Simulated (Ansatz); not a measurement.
Run this with Ansatz's Python interface and show what comes out.

Script `scan.py`:
```python
"""Stretching a bond of CH4N2Se, the rest held rigid."""

import warnings

import ansatz as az
import numpy as np

BASIS = "def2-SVP"
FUNCTIONAL = "pbe0"

GEOMETRY = """
N    -0.68800    1.08400   -0.62880
C    -0.25250    0.11640    0.00240
N     0.65860    0.33250    1.03990
Se   -0.71210   -1.65750   -0.45540
H    -1.42370    0.98800   -1.43100
H     0.99240    1.31300    1.31030
H     1.11530   -0.47920    1.57920
H     0.40200   -1.75420   -1.47240
"""

warnings.simplefilter("ignore", az.DeckWarning)

ch4n2se = az.Crystal.molecule()
for line in GEOMETRY.strip().splitlines():
    symbol, *xyz = line.split()
    ch4n2se = ch4n2se.atom(symbol, [float(v) for v in xyz])

symbols = [site.symbol for site in ch4n2se.cartesian_sites]
start = np.array([site.position_ang for site in ch4n2se.cartesian_sites])
axis = (start[6] - start[2]) / np.linalg.norm(start[6] - start[2])
moving = [6]
lengths, energies = [0.947, 0.99, 1.033, 1.076, 1.119, 1.162, 1.205, 1.27], []
for length in lengths:
    xyz = start.copy()
    xyz[moving] += (length - np.linalg.norm(start[6] - start[2])) * axis
    point = az.Crystal.molecule()
    for symbol, place in zip(symbols, xyz):
        point = point.atom(symbol, place.tolist())
    job = point.calculation().basis(gaussian=BASIS).functional(FUNCTIONAL)
    report = job.run(threads=1).report
    energies.append(report["free_energy_ev"])
    print(f"r = {length:6.3f} A  E = {energies[-1]:.5f} eV  <S^2> = {abs(report['mean_field']['state']['spin_squared']):.3f}")

# quartic fit about the minimum
fit = np.polynomial.Polynomial.fit(lengths, np.array(energies) - min(energies), 4).convert()
roots = [r.real for r in fit.deriv().roots() if abs(r.imag) < 1e-9 and fit.deriv(2)(r.real) > 0]
r_e = min(roots, key=lambda r: abs(r - lengths[int(np.argmin(energies))]))
print(f"minimum of the fit at {r_e:.4f} A, force constant {fit.deriv(2)(r_e):.2f} eV/A^2")
```

Running `python scan.py` prints:
```text
r =  0.947 A  E = -69407.41034 eV  <S^2> = 0.000
r =  0.990 A  E = -69407.50572 eV  <S^2> = 0.000
r =  1.033 A  E = -69407.50085 eV  <S^2> = 0.000
r =  1.076 A  E = -69407.41963 eV  <S^2> = 0.000
r =  1.119 A  E = -69407.28076 eV  <S^2> = 0.000
r =  1.162 A  E = -69407.09885 eV  <S^2> = 0.000
r =  1.205 A  E = -69406.88538 eV  <S^2> = 0.000
r =  1.270 A  E = -69406.52216 eV  <S^2> = 0.000
minimum of the fit at 1.0089 A, force constant 47.97 eV/A^2
```

Caveats:
- Total energies depend on the basis set; only differences at equal settings carry meaning.
- The rest of the molecule is held rigid at a force-field or estimated start geometry, and the basis set is modest; single-reference methods fail as a bond breaks.
- The orbitals are restricted, so S² is zero by construction.
- Hardware and time: 24 s on 1 thread of Arm Neoverse V1, with other jobs on the host, peak memory 0.24 GiB.
